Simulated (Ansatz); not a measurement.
## BFH3N, SMILES NBF: the interaction energy of a dimer with the counterpoise correction, step by step

Program: Ansatz 0.2.0 through its Python package.

The cells in order, each with its output:

In [1]:
```python
import ansatz as az
```

In [2]:
```python
FIRST = [
    ('N', (-0.6786, 0.2052, -0.4558)),
    ('B', (0.3654, -0.0857, 0.5305)),
    ('F', (0.1563, 0.231, 1.916)),
    ('H', (-0.9133, -0.6322, -0.9464)),
    ('H', (-0.2987, 0.8628, -1.2098)),
    ('H', (1.3689, -0.5809, 0.1655)),
]
SECOND = [
    ('N', (1.6826, -3.4855, -3.4819)),
    ('B', (1.2827, -2.3729, -2.6162)),
    ('F', (1.4534, -2.4697, -1.1931)),
    ('H', (2.3303, -3.156, -4.1667)),
    ('H', (0.8427, -3.8306, -4.0483)),
    ('H', (0.824, -1.4072, -3.1085)),
]
```

In [3]:
```python
def energy(atoms, ghosts=()):
    molecule = az.Crystal.molecule()
    for symbol, xyz in atoms:
        molecule = molecule.atom(symbol, xyz)
    calc = (
        molecule.calculation()
        .basis(gaussian='def2-SVP')
        .functional('r2scan', dispersion='d4')
    )
    deck = calc.input()
    if ghosts:
        deck = deck.set(az.key.basis.gaussian.ghost_atoms, [{'symbol': s, 'position_ang': list(xyz)} for s, xyz in ghosts])
    return az.Session.from_dict(deck).plan().execute().report['free_energy_ev']
```

In [4]:
```python
# monomers in their own basis and in the basis of the dimer
both = energy(FIRST + SECOND)
alone = energy(FIRST) + energy(SECOND)
ghosted = energy(FIRST, SECOND) + energy(SECOND, FIRST)
print(f'dimer {both:.6f} eV')
print(f'interaction, uncorrected   {(both - alone):8.3f} eV')
print(f'interaction, counterpoise  {(both - ghosted):8.3f} eV')
print(f'basis-set superposition    {(alone - ghosted):8.3f} eV')
```
```text
dimer -9854.311486 eV
interaction, uncorrected     -0.051 eV
interaction, counterpoise     0.017 eV
basis-set superposition       0.068 eV
```

Uncorrected it is -0.051 eV, with the counterpoise correction 0.017 eV; the difference, 0.068 eV, is the superposition error. The sign changes with the correction, so this basis doesn't settle it.

Total energies depend on the basis set; only differences at equal settings carry meaning. The dimer is a generated trial pose of unrelaxed monomers, not a minimum, so the figure is no binding energy, and the basis set is small. Timing: 14 s on 1 thread of Arm Neoverse V2 (shared host), peak memory 0.22 GiB.
